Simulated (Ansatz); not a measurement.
# ScCl in Ansatz: convergence with k mesh

ScCl:

```xyz
2
Lattice="0.0000 2.7871 2.7871 2.7871 0.0000 2.7871 2.7871 2.7871 0.0000" Properties=species:S:1:pos:R:3 pbc="T T T"
Sc    0.0000    0.0000    0.0000
Cl    1.3936    1.3936    1.3936
```

The cell was built by a generator and needn't be a form met in nature.

* Program: Ansatz 0.2.0
* Task: convergence study
* Functional: HSE06
* Potentials or basis: Ansatz PAW
* Cutoff: 420 eV (not typed: the program's choice for these potentials)
* k mesh: 3 × 3 × 3
* Occupations: fermi-dirac, width 0.1 eV
* Spin: no spin polarisation

These are the settings of the first run; the series varies k mesh, with any setting tied to it.

Hardware: 2 threads of Arm Neoverse V2, with other jobs on the host.

**Question.** The values tried are 3 × 3 × 3, 4 × 4 × 4, 5 × 5 × 5, 6 × 6 × 6, 7 × 7 × 7, 9 × 9 × 9, 11 × 11 × 11, 14 × 14 × 14, loosest first. From which on does the pressure stay within 0.1 GPa of the tightest run that finished?

**Answer.** From 7 × 7 × 7 on.

| k mesh | energy less the tightest run, at zero smearing (meV/atom) | pressure (GPa) | SCF cycles | CPU time (s) | peak memory (GiB) |
| --- | --- | --- | --- | --- | --- |
| 3 × 3 × 3 | -9.31 | 9.59 | 17 | 6.2 | 0.41 |
| 4 × 4 × 4 | -11.74 | 8.67 | 19 | 12 | 0.61 |
| 5 × 5 × 5 | -7.80 | 8.55 | 19 | 20 | 0.83 |
| 6 × 6 × 6 | -6.25 | 8.56 | 20 | 31 | 1.2 |
| 7 × 7 × 7 | -0.97 | 8.66 | 20 | 49 | 1.7 |
| 9 × 9 × 9 | -0.53 | 8.73 | 21 | 110 | 3.4 |
| 11 × 11 × 11 | 0.00 | 8.72 | 20 | 230 | 4.7 |
| 14 × 14 × 14 | timed out after 650 s | - | - | - | - |

Against the tightest run, the energy stays within 1 meV/atom from 7 × 7 × 7 on. Meshes of other sizes hit other points, so gaps and Fermi surfaces needn't settle smoothly. The tightest run that finished is the yardstick and may itself not be fully converged.

Caveat, for the tightest run too: the PAW data sets come from PBE, with cores solved anew for the run's functional, which leaves a small shift of forces and pressure; the thresholds are loose for stress.
